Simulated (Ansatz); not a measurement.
This script for Ansatz 0.2.0, Python API starts 2 runs on LiCd, space group Fd-3m. What input does the engine get in each?

Script `paw_lapw_licd.py`:
```python
"""Checking the PAW result for LiCd with LAPW."""

import ansatz as az
import numpy as np

FUNCTIONAL = "lda"
OCCUPATIONS = "fermi_dirac"
SMEARING_WIDTH = 0.15
K_SPACING = 0.32


def count_gap(report):
    # lowest empty less highest filled band, counting bands; zero where they overlap
    return max(report.get("gap_by_band_count_ev") or 0.0, 0.0)

structure = (
    az.Lattice.fcc(6.66484078)
    .space_group(227, origin_choice=1)
    .atom("Li", [0.25, 0.75, 0.25])
    .atom("Cd", [0.25, 0.25, 0.25])
    .primitive()
)

base = (
    structure.calculation()
    .functional(FUNCTIONAL)
    .occupations(OCCUPATIONS, width=SMEARING_WIDTH)
    .kpoints(spacing=K_SPACING)
    .stress()
    .forces()
    .band_table()
)
variants = {
    "PAW": base.pseudopotentials("paw"),
    "LAPW": base.pseudopotentials("all_electron", lapw=True),
}
# totals differ by the cores that each treatment holds, so compare what does not depend on them
rows = []
for label, variant in variants.items():
    summary = variant.run(threads=1).report
    levels = np.array(summary["eigenvalues_ev"][0]) - summary["fermi_energy_ev"]
    print(label, "levels at the first k-point near E_F:", np.round(levels[np.abs(levels) < 5], 3))
    rows.append((label, summary["n_electrons"], np.trace(summary["stress_gpa"]) / 3, count_gap(summary)))
print("     treatment  electrons in bands           P GPa  gap by band count eV")
for row in rows:
    print(f"{str(row[0]):>14s}  {row[1]:18.1f}  {row[2]:14.3f}  {row[3]:20.3f}")
```

Run 1:
```yaml
crystal:
  lattice:
    bravais: fcc
    a: 6.66484078
  space_group: 227
  setting:
    origin_choice: 1
  atoms:
    - { symbol: Li, position: [0.25, 0.75, 0.25] }
    - { symbol: Cd, position: [0.25, 0.25, 0.25] }
  reduce_to_primitive: true
kpoints:
  mp_grid:
    kspacing: 0.32
hamiltonian:
  xc: lda
  pseudopotentials:
    kind: paw
scf:
  occupations:
    method: fermi_dirac
    width: 0.15
output:
  forces: true
  stress: true
  eigenvalues: true
```

Run 2, against run 1:
```diff
-    kind: paw
+    kind: all_electron
+    lapw: {}
```

Output of `python paw_lapw_licd.py`:
```text
DeckWarning: basis.ecutwfc = 420 eV, auto-derived from the records' recommended cutoffs: set by Li (normal level)
PAW levels at the first k-point near E_F: [3.338 3.338 3.338 3.374 3.374 3.374 4.407]
LAPW levels at the first k-point near E_F: [3.339 3.339 3.339 3.376 3.376 3.376 4.406]
     treatment  electrons in bands           P GPa  gap by band count eV
           PAW                46.0          -3.210                 0.000
          LAPW                46.0          -3.206                 0.000
```
(Warnings from the package without file and line.)

PAW gives -3.210 GPa and LAPW -3.206 GPa, 0.004 GPa apart. They took 2.4 and 22.8 s of processor time.

Reading the output:
- The computed bands are complete only to about 4.9 eV above the Fermi level.
- The mesh is modest for a metal, so energies can be off by several to tens of meV an atom and pressures by half a GPa or more; differences at equal mesh fare better.
- The smearing is wide enough that free energy and stress hold a thermal part of the electrons.
- A gap by band count of zero or less means overlapping bands, a metal.
- The structure comes from a database of computed cells and needn't be a stable or known phase.
- Gaps and levels are Kohn-Sham values on a finite set of k-points, without spin-orbit coupling.
- Pressure is positive in compression; the treatments may keep other shells as core, so totals and counts of electrons can differ.
- Hardware and time: 27 s on 1 thread of AMD EPYC 7R13 Processor (Zen 3) (shared host), peak memory 0.57 GiB.

(A comment or docstring line of the script was reworded after the run, the code is as it ran; lines on the test bed's own set-up are left out of the output.)
